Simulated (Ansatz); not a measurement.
# SnH3O (SMILES [OH][SnH2]): U-revPBE/def2-TZVP (core potential)

Aim: the vertical ionisation energy of SnH3O at U-revPBE/def2-TZVP (core potential), from 2 runs. 

The calculation is run with Ansatz 0.2.0.

28 further runs of the same task are left out: 28 set aside as unsound or not needed. Runs told in other sessions of the task aren't counted.

**1. Starting point**

SnH3O: 5 atoms, total charge 0, spin state doublet. SMILES: `[OH][SnH2]`. The shape is that of a PBE0-D4/def2-TZVP optimisation. This is one conformer, not always the lowest.

Bond lengths: O1–Sn2 1.976 Å, O1–H3 0.960 Å, Sn2–H4 1.735 Å, Sn2–H5 1.722 Å. Angles: O1–Sn2–H4 106.9°, O1–Sn2–H5 101.9°, Sn2–O1–H3 113.3°, H4–Sn2–H5 111.7°.

**2. A single-point energy at U-revPBE/def2-TZVP (core potential)**

File job.yaml:

```yaml
basis:
  gaussian:
    orbitals: def2-TZVP
crystal:
  periodic: [false, false, false]
  atoms:
    - {symbol: O, position_ang: [0.707400, -0.732900, 0.861900]}
    - {symbol: Sn, position_ang: [0.104500, 0.308800, -0.705500]}
    - {symbol: H, position_ang: [0.368600, -1.631300, 0.873200]}
    - {symbol: H, position_ang: [-1.606800, 0.061300, -0.845900]}
    - {symbol: H, position_ang: [0.476300, 1.920400, -0.224900]}
magnetization:
  spin_polarized: true
  initial_magnetization: 1
accuracy: high
output: {orbitals: {seedname: orbitals}}
hamiltonian:
  xc: {name: revPBE}
```

Started as:

```sh
ansatz run job.yaml --threads 1 --pin off --max-ram 2610MiB --events-out events.jsonl --progress --plain --runs-dir runs
```

Log:

```text
Warning: RAYON_NUM_THREADS=1 ignored (pool sized by the plan → 1); use --threads N
Functional definition: revPBE
  name "revPBE"
  parameter kappa = 1.245
  parameter beta = 0.06672455060314922
  exchange = pbe_x(kappa = kappa, mu = beta*pi^2/3)
  correlation = pbe_c(beta = beta)
1887 factors; integrals over basis functions are off by at most 3.8e-9 eV
mean field evaluation 1: about -7920.1977 eV, gradient 4.8e1 eV
mean field evaluation 2: about -7807.2939 eV, gradient 1.4e2 eV
mean field evaluation 4: about -7927.7668 eV, gradient 9.0e0 eV
mean field evaluation 8: about -7928.1075 eV, gradient 2.3e-1 eV
mean field evaluation 16: about -7928.1077 eV, gradient 3.3e-5 eV
mean field -7928.10772619 eV, -291.3525850730 hartree, gradient 3.3e-8 eV, S^2 0.751706; 0 other end points of the search recorded, 0 dependent functions left out
reference -7928.10773132 eV, -291.3525852614 hartree; 17, 16 occupied and 82, 83 virtual orbitals, 1887 factors
Total energy: -7928.10773132 eV, -291.3525852614 hartree
```

Wall time 3.6 s (1 thread of AMD EPYC 9R45 (Zen 5), shared host); peak memory 0.29 GiB.

**3. The singlet cation at the same level**

File job.yaml:

```yaml
crystal:
  periodic: [false, false, false]
  atoms:
    - symbol: O
      position_ang: [0.707400, -0.732900, 0.861900]
    - symbol: Sn
      position_ang: [0.104500, 0.308800, -0.705500]
    - symbol: H
      position_ang: [0.368600, -1.631300, 0.873200]
    - symbol: H
      position_ang: [-1.606800, 0.061300, -0.845900]
    - symbol: H
      position_ang: [0.476300, 1.920400, -0.224900]
basis:
  gaussian: {orbitals: def2-TZVP}
total_charge: 1
hamiltonian: {xc: {name: revPBE}}
accuracy: high
output: {orbitals: {seedname: orbitals}}
```

Started as:

```sh
ansatz run job.yaml --threads 1 --pin off --max-ram 2610MiB --events-out events.jsonl --progress --plain --runs-dir runs
```

Log:

```text
Warning: RAYON_NUM_THREADS=1 ignored (pool sized by the plan → 1); use --threads N
Functional definition: revPBE
  name "revPBE"
  parameter kappa = 1.245
  parameter beta = 0.06672455060314922
  exchange = pbe_x(kappa = kappa, mu = beta*pi^2/3)
  correlation = pbe_c(beta = beta)
1887 factors; integrals over basis functions are off by at most 3.8e-9 eV
mean field evaluation 1: about -7896.4440 eV, gradient 1.2e2 eV
mean field evaluation 2: about -7670.3939 eV, gradient 2.2e2 eV
mean field evaluation 4: about -7917.3232 eV, gradient 3.6e1 eV
mean field evaluation 8: about -7919.9714 eV, gradient 3.7e-1 eV
mean field evaluation 16: about -7919.9667 eV, gradient 5.6e-4 eV
mean field -7919.96670875 eV, -291.0534082002 hartree, gradient 3.3e-8 eV, S^2 0.000000; 0 other end points of the search recorded, 0 dependent functions left out
reference -7919.96671400 eV, -291.0534083931 hartree; 16, 16 occupied and 83, 83 virtual orbitals, 1887 factors
Total energy: -7919.96671400 eV, -291.0534083931 hartree
```

Run time: 2.4 s. Hardware: 1 thread of AMD EPYC 9R45 (Zen 5), shared host; peak memory 0.24 GiB.

**4. Summary of results**

Level: U-revPBE/def2-TZVP (core potential).

| quantity | value |
| --- | --- |
| doublet SnH3O: total energy | -291.35259 Eh |
| doublet SnH3O: HOMO energy (highest over α and β) | -5.01 eV |
| doublet SnH3O: LUMO energy (lowest over α and β) | -3.89 eV |
| doublet SnH3O: ⟨S²⟩ | 0.752 |
| singlet cation: total energy | -291.05341 Eh |
| singlet cation: HOMO energy | -13.61 eV |
| singlet cation: LUMO energy | -11.24 eV |
| singlet cation: HOMO–LUMO gap | 2.37 eV |
| vertical ionisation energy (to the singlet cation) | 8.141 eV |

**Reading.** The vertical ionisation energy comes to 8.14 eV (785 kJ/mol). Only the singlet of the ionised species was computed; a triplet could lie lower.
